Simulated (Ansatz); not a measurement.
# Hf: the cost of one run

Computed with Ansatz 0.2.0 (DFT PBEsol, scalar-relativistic, plane waves, PAW, unless a step's input says otherwise).

## 1. The starting structure

It takes space group Im-3m (No. 229, cubic). Conventional cell: a = 3.610 Å, b = 3.610 Å, c = 3.610 Å, α = 90.00°, β = 90.00°, γ = 90.00°. Around Hf (site symmetry m-3m) lie 8 Hf at 3.13 Å.

As a file:

```
CELL_PARAMETERS angstrom
-1.80500 1.80500 1.80500
1.80500 -1.80500 1.80500
1.80500 1.80500 -1.80500
ATOMIC_POSITIONS crystal
Hf 0.00000 0.00000 0.00000
```

No relaxation comes first: the listed cell is the starting point.

## 2. The reference cell

Reference values: F = -15597.8012 eV; pressure -9.01 GPa; largest force 0.000 eV/Å; gap on the mesh none (metal). It was computed beforehand with the settings of the runs below.

## 3. Next: energy and stress against strain

The cell is strained by ε times the Voigt pattern (1, 0, 0, 0, 0, 0) (xx, yy, zz, yz, xz, xy; engineering shear), with fractional coordinates fixed (clamped ions). The stress on the pattern is the sum of the stress components weighted by it, tension positive.

## 4. ε = -0.0600

The input, input.yaml:

```yaml
crystal:
  lattice:
    - [-1.6967, 1.805, 1.805]
    - [1.6967, -1.805, 1.805]
    - [1.6967, 1.805, -1.805]
  atoms:
    - { symbol: Hf, position: [0.0, 0.0, 0.0] }
basis:
  ecutwfc: 420
kpoints:
  mp_grid: { grid: [18, 18, 18] }
hamiltonian:
  xc: pbesol
scf:
  occupations: { method: gaussian, width: 0.15 }
output:
  forces: true
  stress: true
  eigenvalues: true
```

Launch:

```sh
> ansatz run input.yaml --threads 1 --pin off --max-ram 2560MiB --backend cpu --events-out ev --progress --plain --runs-dir out
```

**Question.** How long does this run take on 1 thread of Arm Neoverse V1, shared host, and how much memory does it need?

About 11 s, with a peak of 0.42 GiB.
